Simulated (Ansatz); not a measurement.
Crystal: NaLaMnMoO6.

```
Na La Mn Mo O
1.0
     3.79453   -3.84926   -0.00008
     3.79453    3.84926   -0.00008
    -0.04604    0.00000    8.22029
Na La Mn Mo O
2 2 2 2 12
Cartesian
  3.7600 -0.0493 6.1651
  3.7830 0.0493 2.0550
  3.7600 3.7539 6.1651
  3.7830 -3.7539 2.0550
  1.8742 1.9246 4.1101
  1.8973 -1.9246 0.0000
  1.8742 -1.9246 4.1101
  1.8973 1.9246 0.0000
  2.2242 -1.8899 6.0211
  5.3188 1.8899 2.1991
  3.7643 1.6891 4.5073
  3.7787 -1.6891 3.7129
  6.0251 -0.0155 4.1046
  1.5179 0.0155 4.1155
  2.2472 1.8899 1.9109
  5.2958 -1.8899 6.3092
  6.0021 0.0155 8.2147
  1.5409 -0.0155 0.0054
  3.7557 1.6891 7.8230
  3.7873 -1.6891 0.3971
```

The cell was built by a generator and needn't be a form met in nature.

Base run:

| Quantity | Value |
| --- | --- |
| Program | Ansatz 0.2.0 |
| Functional | revPBE |
| Potentials or basis | Ansatz PAW |
| Cutoff | 420 eV |
| Density cutoff | 1680 eV |
| k mesh | 5 × 5 × 4 |
| Occupations | fermi-dirac, width 0.05 eV |
| Spin | collinear spin, ferromagnetic start |
| Starting moments | [0.0, 0.0, 0.0, 0.0, 4.0, 4.0, 1.0, 1.0, 0.0, 0.0, 0.0, 0.0, 0.0, 0.0, 0.0, 0.0, 0.0, 0.0, 0.0, 0.0] μB |

Its results: band gap on the k mesh none (metal or under the smearing width); pressure 3.3 GPa; net moment 6.89 μB per cell; site moments Na -0.00; La -0.01; Mn +3.08; Mo -0.18; O +0.05, +0.02 μB; largest force 0.054 eV/Å.

Q: The run is repeated on the same cell with these changes: functional from revPBE to r2SCAN; cutoff from 420 eV to 500 eV; density cutoff from 1680 eV to 2000 eV. What comes out?

A: Band gap on the k mesh none (metal or under the smearing width); pressure -2.5 GPa; net moment 7.33 μB per cell; site moments Na -0.00; La -0.01; Mn +3.35; Mo -0.21; O +0.06, +0.01 μB; largest force 0.365 eV/Å.

Caveats: semilocal functionals often make such compounds metallic where correlation or magnetic order opens a gap, which also shifts bond lengths; only a ferromagnetic start was run, and an antiferromagnetic order may lie lower in energy; the PAW data sets come from PBE, with cores solved anew for the run's functional, which leaves a small shift of forces and pressure; the potentials were made for another functional, which shifts forces and pressure (some runs); the magnetic or orbital state may not be the lowest (some runs).

Not every run made on this cell is shown here.
